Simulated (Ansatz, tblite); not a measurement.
# The cluster Sn₉H₁₅: a ladder of methods and basis sets

One table from this session's results is given with a row withheld; the runs are named, their logs left out.

The runs use Ansatz 0.2.0, Gaussian basis; as each input shows.

Levels to be run: GFN1-xTB, GFN2-xTB, PBE-D4/def2-TZVP, r2SCAN-D4/def2-TZVP, B97M-V/def2-TZVP, revPBE-D4/def2-TZVP, ωB97X-V/def2-TZVP, PBE+5HF/def2-SVP, PBE+10HF/def2-SVP, PBE+15HF/def2-SVP, PBE+35HF/def2-SVP, PBE+50HF/def2-SVP, PBE-D4/def2-SVP, PBE0-D4/def2-SVP, MP2/def2-TZVP, RPA/def2-TZVP.

2 further runs of the same task are left out: 2 set aside as unsound or not needed. Runs told in other sessions of the task aren't counted.

**The geometry**

The geometry is that of the doublet, from an earlier relaxation (PBE-D4/def2-SVP).

24 atoms, charge 0, spin multiplicity 2.

Bond lengths: Sn1–Sn6 2.816 Å, Sn1–Sn7 2.810 Å, Sn1–H10 1.737 Å, Sn1–H11 1.736 Å, Sn2–Sn6 2.815 Å, Sn2–Sn8 2.811 Å, Sn2–H12 1.738 Å, Sn2–H13 1.737 Å, Sn3–Sn6 2.834 Å, Sn3–Sn9 2.834 Å, Sn3–H14 1.738 Å, Sn3–H15 1.738 Å, Sn4–Sn7 2.824 Å, Sn4–Sn9 2.834 Å, Sn4–H16 1.738 Å, Sn4–H17 1.738 Å, Sn5–Sn8 2.827 Å, Sn5–Sn9 2.837 Å and more. Angles: Sn6–Sn1–Sn7 111.2°, Sn6–Sn1–H10 109.7°, Sn6–Sn1–H11 109.5°, Sn7–Sn1–H10 110.3°, Sn7–Sn1–H11 109.1°, H10–Sn1–H11 107.1°, Sn6–Sn2–Sn8 112.1°, Sn6–Sn2–H12 109.8°, Sn6–Sn2–H13 109.1°, Sn8–Sn2–H12 109.7°, Sn8–Sn2–H13 109.0°, H12–Sn2–H13 107.1°, Sn6–Sn3–Sn9 111.9°, Sn6–Sn3–H14 109.1°, Sn6–Sn3–H15 108.7°, Sn9–Sn3–H14 110.2°, Sn9–Sn3–H15 110.5°, H14–Sn3–H15 106.2° and more.

Sn takes a core potential in the def2 sets. No spin-orbit coupling is included.

PBE0-D4/def2-TZVP was run before; its log isn't repeated, and its numbers join the tables.

Set-up of the first run:

Tight binding, by tblite at 300 K electronic temperature and without a spin-polarisation term:

```python
tblite.interface.Calculator('GFN1-xTB', numbers, positions, charge=0, uhf=1).singlepoint()
```

Tight binding, by tblite at 300 K electronic temperature and without a spin-polarisation term:

```python
tblite.interface.Calculator('GFN2-xTB', numbers, positions, charge=0, uhf=1).singlepoint()
```

start.molden holds the orbitals of an earlier run on this state, given as this run's starting guess.

in.yaml

```yaml
crystal:
  periodic: [false, false, false]
  atoms:
    - {symbol: Sn, position_ang: [0.224724, -3.151308, 0.131503]}
    - {symbol: Sn, position_ang: [0.157221, 0.073873, -3.185899]}
    - {symbol: Sn, position_ang: [-3.046581, 0.112299, 0.109544]}
    - {symbol: Sn, position_ang: [0.062113, 0.077817, 3.419651]}
    - {symbol: Sn, position_ang: [0.214028, 3.342610, 0.164341]}
    - {symbol: Sn, position_ang: [-1.413320, -1.548145, -1.504638]}
    - {symbol: Sn, position_ang: [1.757158, -1.579372, 1.885357]}
    - {symbol: Sn, position_ang: [1.729669, 1.894611, -1.732823]}
    - {symbol: Sn, position_ang: [-1.509379, 1.790694, 1.797817]}
    - {symbol: H, position_ang: [1.261209, -4.131233, -0.859975]}
    - {symbol: H, position_ang: [-0.766405, -4.233389, 1.058553]}
    - {symbol: H, position_ang: [1.179458, -0.923103, -4.177480]}
    - {symbol: H, position_ang: [-0.885822, 0.958279, -4.256872]}
    - {symbol: H, position_ang: [-4.108627, -0.883785, 1.058703]}
    - {symbol: H, position_ang: [-4.069864, 1.061495, -0.926278]}
    - {symbol: H, position_ang: [-0.979920, -0.939764, 4.367499]}
    - {symbol: H, position_ang: [1.010825, 0.999538, 4.546901]}
    - {symbol: H, position_ang: [-0.743446, 4.502366, -0.708222]}
    - {symbol: H, position_ang: [1.299854, 4.261781, 1.165142]}
    - {symbol: H, position_ang: [-2.427933, -2.579156, -2.482707]}
    - {symbol: H, position_ang: [2.750001, -2.575519, 2.909431]}
    - {symbol: H, position_ang: [2.819872, -0.571377, 0.954623]}
    - {symbol: H, position_ang: [2.497714, 3.010878, -2.823913]}
    - {symbol: H, position_ang: [2.987470, 1.029911, -0.910247]}
basis:
  gaussian: {orbitals: def2-TZVP, fitting: {mean_field: def2-universal-jkfit}, initial_orbitals: start.molden}
magnetization: {spin_polarized: true, initial_magnetization: 1}
hamiltonian: {xc: pbe, dispersion: d4}
scf: {omitted_lower_state_checks: [starts]}
output: {orbitals: {seedname: orbitals}}
```

Command:

```sh
$ ansatz run in.yaml --threads 2 --pin off --events-out ev --progress --plain --max-ram 32768MiB --backend cuda --devices 0, --max-vram 18GiB
```

Among the steps run: PBE-D4/def2-TZVP; r2SCAN-D4/def2-TZVP; B97M-V/def2-TZVP; revPBE-D4/def2-TZVP; ωB97X-V/def2-TZVP; PBE+5HF/def2-SVP; PBE+10HF/def2-SVP; PBE+15HF/def2-SVP; PBE+35HF/def2-SVP; PBE+50HF/def2-SVP; PBE-D4/def2-SVP; PBE0-D4/def2-SVP; MP2/def2-TZVP; RPA/def2-TZVP.

One of the session's tables, all rows but one given; the rest of the session is left out.

It belongs to the step «Binding energy». 

```
              level  binding an atom (eV)
       HF/def2-TZVP                 1.618
    PBE-D4/def2-SVP                 2.345
   PBE-D4/def2-TZVP                 2.357
revPBE-D4/def2-TZVP                 2.285
r2SCAN-D4/def2-TZVP                 2.375
   B97M-V/def2-TZVP                     ?
   PBE0-D4/def2-SVP                 2.339
  PBE0-D4/def2-TZVP                 2.354
  ωB97X-V/def2-TZVP                 2.422
      MP2/def2-TZVP                 2.205
```

**Question.** Estimate the row for B97M-V/def2-TZVP.

As computed: binding an atom (eV): 2.442. In the column «binding an atom (eV)» it is the highest.

Caveats from the session: Free atoms were run apart at each level; binding is atoms less cluster, divided by the number of atoms, without zero-point or spin-orbit terms.
